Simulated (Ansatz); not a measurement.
# Tantalum, dhcp under PBEsol: from relaxation to bulk modulus

The plan for tantalum in the dhcp structure: relax it, solve it on a dense k-mesh, then scale the cell to 7 volumes from 88 to 112 % of the relaxed one and try a fit of the equation of state. Spin polarisation is left out. The k-meshes are 12×12×4 for the relaxation; 16×16×5 for the dense run; 14×14×4 for the volumes.

Computed with Ansatz 0.2.0 (DFT PBEsol, plane waves (420 eV) with PAW, scalar-relativistic; PAW files made under PBE, frozen cores solved again for the functional, unless a step says otherwise).

### Step 1. The starting structure

Symmetry: P6_3/mmc, No. 194, hexagonal system. The conventional cell has a = 2.945 Å, b = 2.945 Å, c = 9.619 Å, α = 90.00°, β = 90.00°, γ = 120.00°. Ta (site symmetry -3m) is surrounded by 12 Ta at 2.95 Å. Ta (site symmetry -6m2) is surrounded by 12 Ta at 2.95 Å.

Structure file:

```cif
data_structure
_symmetry_space_group_name_H-M 'P6_3/mmc'
_symmetry_Int_Tables_number 194
_cell_length_a 2.9451
_cell_length_b 2.9451
_cell_length_c 9.6188
_cell_angle_alpha 90.000
_cell_angle_beta 90.000
_cell_angle_gamma 120.000
_cell_volume 72.25
loop_
_atom_site_label
_atom_site_type_symbol
_atom_site_symmetry_multiplicity
_atom_site_Wyckoff_symbol
_atom_site_fract_x
_atom_site_fract_y
_atom_site_fract_z
_atom_site_occupancy
Ta1 Ta 2 a 0.00000 0.00000 0.00000 1
Ta2 Ta 2 c 0.33333 0.66667 0.25000 1
```

### Step 2. Relaxation of the cell

input.yaml reads:

```yaml
crystal:
  lattice:
    - [2.9451288715, 0.0, 0.0]
    - [-1.4725644358, 2.5505564202, 0.0]
    - [0.0, 0.0, 9.6187908944]
  atoms:
    - { symbol: Ta, position: [0.0, 0.0, 0.0] }
    - { symbol: Ta, position: [0.0, 0.0, 0.5] }
    - { symbol: Ta, position: [0.3333333333, 0.6666666667, 0.25] }
    - { symbol: Ta, position: [0.6666666667, 0.3333333333, 0.75] }
hamiltonian:
  xc: pbesol
  pseudopotentials:
    kind: paw
    azcp:
      Ta: "pseudopotentials/Ta.paw.azcp"
basis:
  ecutwfc: 420
  fft_grid_basis: typed
kpoints:
  mp_grid: { grid: [12, 12, 4], shift: [0, 0, 0] }
magnetization:
  spin_polarized: false
scf:
  occupations: { method: fermi_dirac, width: 0.1 }
relax:
  max_steps: 60
  f_tol: 0.01
  cell: {}
```

Further steps of the session: Single point on a dense mesh; At 88 % of the relaxed volume; At 92 % of the relaxed volume; At 96 % of the relaxed volume; At 100 % of the relaxed volume; At 104 % of the relaxed volume; At 108 % of the relaxed volume; At 112 % of the relaxed volume.

Q: Predict the outcome of this session. Wanted: space group; conventional cell; volume; shortest distance; gap on the mesh; relative to bcc; V₀, B₀, B₀′.

As calculated:

| quantity | value |
| --- | --- |
| space group (spins left aside) | P6_3/mmc (No. 194) |
| conventional cell | a = 2.898 Å, c = 9.998 Å (c/a = 3.450) |
| volume | 18.174 Å³/atom |
| shortest distance | 2.898 Å |
| gap on the mesh | none (levels filled in part) |
| relative to bcc | +275 meV/atom |
| V₀, B₀, B₀′ | 18.163 Å³/atom, 202 GPa, 3.6 |

What this shows: From the guessed start the volume grew by 0.6 % in 6 steps. Against the reference form of tantalum (bcc, computed apart with the same settings) it stands 275 meV/atom higher, so it is far from stable. Levels at the Fermi energy are filled in part, as in a metal. B₀ comes out at 202 GPa; letting shape and positions relax at each volume could only lower it. Relaxation kept the symmetry; phonons were not checked.
